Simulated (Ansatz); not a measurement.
**AlIF2: one species, many methods**

How much do the methods differ for AlIF2? The plan is to run it at one geometry with functionals of several rungs and with coupled cluster, and see how far each lands from CCSD(T) at the basis-set limit for the atomisation energy.

The runs use Ansatz 0.2.0, Gaussian basis; functionals in def2-TZVPP, the program's frozen cores in correlated methods.

Levels to be run: LDA (SPW92), PBE-D4, revPBE-D4, BLYP-D4, r2SCAN-D4, B97M-V, PBE0-D4, B3LYP-D4, r2SCANh-D4, r2SCAN0-D4, HSE06-D4, BHLYP-D4, CAM-B3LYP-D4, LC-ωPBE, ωB97X-V, ωB97M-V, B2PLYP, PBE-QIDH; CCSD(T)/def2-SVP; CCSD(T)/def2-TZVPP; CCSD(T)/def2-QZVPP; extrapolation to the limit; RPA on PBE.

## 1. The relaxed structure

An earlier PBE0-D4 in a triple-zeta def2 set relaxation fixed the geometry. I takes the def2 core potential; no spin-orbit term is included.

SMILES `[F][Al]([F])[I]`, 4 atoms, charge 0, spin multiplicity 1.

Atoms are counted from 1 here; the program's logs count them from 0.

Bond lengths: F1–Al2 1.633 Å, Al2–F3 1.633 Å, Al2–I4 2.429 Å. Angles: F1–Al2–F3 118.5°, F1–Al2–I4 120.8°, F3–Al2–I4 120.8°.

As a file:

```mol
AlF2I
  3D, bonds by distance, orders not assigned

  4  3  0  0  0  0  0  0  0  0999 V2000
    1.1293    0.6227    1.1652 F   0  0
    0.1435   -0.1142    0.0915 Al  0  0
    0.2996   -1.7246   -0.1317 F   0  0
   -1.5169    1.1559   -1.1453 I   0  0
  1  2  8  0
  2  3  8  0
  2  4  8  0
M  END
```

## 2. LDA

This LDA is Slater exchange with PW92 correlation.

Contents of in.yaml:

```yaml
crystal:
  periodic: [false, false, false]
  atoms:
    - {symbol: F, position_ang: [1.129270, 0.622705, 1.165166]}
    - {symbol: Al, position_ang: [0.143479, -0.114226, 0.091492]}
    - {symbol: F, position_ang: [0.299634, -1.724640, -0.131697]}
    - {symbol: I, position_ang: [-1.516882, 1.155862, -1.145262]}
basis:
  gaussian: {orbitals: def2-TZVPP}
hamiltonian: {xc: lda}
output: {orbitals: {seedname: orbitals}}
```

Command:

```sh
$ ansatz run in.yaml --threads 2 --pin off --events-out ev --progress --plain --max-ram 31744MiB --backend cpu
```

The runs that follow: PBE-D4 (GGA); revPBE-D4 (GGA); BLYP-D4 (GGA); r2SCAN-D4 (meta-GGA); B97M-V (meta-GGA); B3LYP-D4 (hybrid); r2SCANh-D4 (hybrid); r2SCAN0-D4 (hybrid); HSE06-D4 (hybrid); BHLYP-D4 (hybrid); CAM-B3LYP-D4 (range-separated); LC-ωPBE (range-separated); ωB97X-V (range-separated); ωB97M-V (range-separated); B2PLYP (double hybrid); PBE-QIDH (double hybrid); CCSD(T) in def2-SVP; CCSD(T) in def2-TZVPP; CCSD(T) in def2-QZVPP; RPA on PBE orbitals.

Q: Predict the results of all the runs planned. Wanted: atomisation energy, CCSD(T)/CBS; farthest beyond LDA; mean size of error, GGA; mean size of error, meta-GGA; mean size of error, hybrid; mean size of error, range-separated; mean size of error, double hybrid; gap, smallest and largest; T1 diagnostic.

The runs gave:

```
                               quantity                                  value
        atomisation energy, CCSD(T)/CBS                          1517.2 kJ/mol
 functionals within 15.2 kJ/mol (1.0 %)                                 PBE-D4
                    farthest beyond LDA               BHLYP-D4 (-110.8 kJ/mol)
                mean size of error, GGA                            42.6 kJ/mol
           mean size of error, meta-GGA                            25.5 kJ/mol
             mean size of error, hybrid                            63.8 kJ/mol
    mean size of error, range-separated                            36.2 kJ/mol
      mean size of error, double hybrid                            42.4 kJ/mol
              gap, smallest and largest  4.65 eV (BLYP-D4), 11.59 eV (LC-ωPBE)
                          T1 diagnostic                                 0.0105
triples share of the correlation energy                                  2.5 %
```

LDA overbinds by 175.9 kJ/mol (12 %). PBE-D4 is off by -14.6 kJ/mol. Double hybrids carry the basis error of their MP2 part in triple zeta, and no dispersion term here, so their miss is partly the set-up's. By mean error the best rung here is meta-GGA (25.5 kJ/mol) and the worst beyond LDA is hybrid (63.8 kJ/mol). The mean of the hybrids holds BHLYP, with half exact exchange. RPA and LDA stand outside this count. Misses under about 15.2 kJ/mol are within the doubt on the reference itself, which lacks core-valence correlation, spin-orbit coupling and higher excitations, and its outer-core shells are covered unevenly. All levels share the lack of spin-orbit coupling, which lowers the free heavy atoms and so the true binding. Hartree-Fock recovers 74 % of the binding; the rest is correlation. CCSD(T) in def2-SVP is off by -133.7 kJ/mol, which most functionals beat. Orbital gaps span 4.7 to 11.6 eV; exact exchange widens them. Correlated methods include outer-core shells of I, which these sets cover unevenly.
